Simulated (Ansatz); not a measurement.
# MgCdTeS: the cost of one run

Method: DFT PBE, scalar-relativistic, plane waves, PAW, in Ansatz 0.2.0.

1 further run of the same task is left out (it didn't finish).

### Step 1. The starting structure

Symmetry: P4/mmm, No. 123, tetragonal system. The conventional cell has a = 4.191 Å, b = 4.191 Å, c = 5.914 Å, α = 90.00°, β = 90.00°, γ = 90.00°. Mg (site symmetry 4/mmm) has 2 Cd at 2.96 Å and 4 S at 2.96 Å as nearest neighbours. Cd (site symmetry 4/mmm) is surrounded by 2 Mg at 2.96 Å and 4 Te at 2.96 Å. Te (site symmetry 4/mmm) is surrounded by 2 S at 2.96 Å and 4 Cd at 2.96 Å. Around S (site symmetry 4/mmm) lie 2 Te at 2.96 Å and 4 Mg at 2.96 Å.

Coordinates:

```cif
data_structure
_symmetry_space_group_name_H-M 'P 1'
_symmetry_Int_Tables_number 1
_cell_length_a 4.1914
_cell_length_b 4.1914
_cell_length_c 5.9138
_cell_angle_alpha 90.000
_cell_angle_beta 90.000
_cell_angle_gamma 90.000
_cell_volume 103.89
loop_
_atom_site_label
_atom_site_type_symbol
_atom_site_fract_x
_atom_site_fract_y
_atom_site_fract_z
_atom_site_occupancy
Mg1 Mg 0.50000 0.50000 0.50000 1
Cd1 Cd 0.50000 0.50000 0.00000 1
Te1 Te 0.00000 0.00000 0.00000 1
S1 S 0.00000 0.00000 0.50000 1
```

The cell is invented: species swapped into a database cell of SnTePbSe (P4/mmm, No. 123), with Mg on the Sn sites, Cd on the Te sites, Te on the Pb sites and S on the Se sites. The dimensions are guesses.

### Step 2. The guess as it stands, on a coarse mesh

Contents of input.yaml:

```yaml
crystal:
  lattice:
    - [4.19139915, 0.0, 0.0]
    - [0.0, 4.19139915, 0.0]
    - [0.0, 0.0, 5.91382969]
  atoms:
    - { symbol: Mg, position: [0.5, 0.5, 0.5] }
    - { symbol: Cd, position: [0.5, 0.5, 0.0] }
    - { symbol: Te, position: [0.0, 0.0, 0.0] }
    - { symbol: S, position: [0.0, 0.0, 0.5] }
basis:
  ecutwfc: 420
kpoints:
  mp_grid: { grid: [4, 4, 4] }
hamiltonian:
  xc: pbe
scf:
  occupations: { method: gaussian, width: 0.1 }
  lower_state_search: "off"
output:
  forces: true
  stress: true
  eigenvalues: true
```

Launch:

```console
ansatz run input.yaml --threads 1 --pin off --max-ram 2560MiB --backend cpu --events-out ev --progress --plain --runs-dir out
```

Q: Estimate wall time and peak memory on 1 thread of AMD EPYC 9R45 (Zen 5), shared host.

About 1.3 s, with a peak of 0.42 GiB.
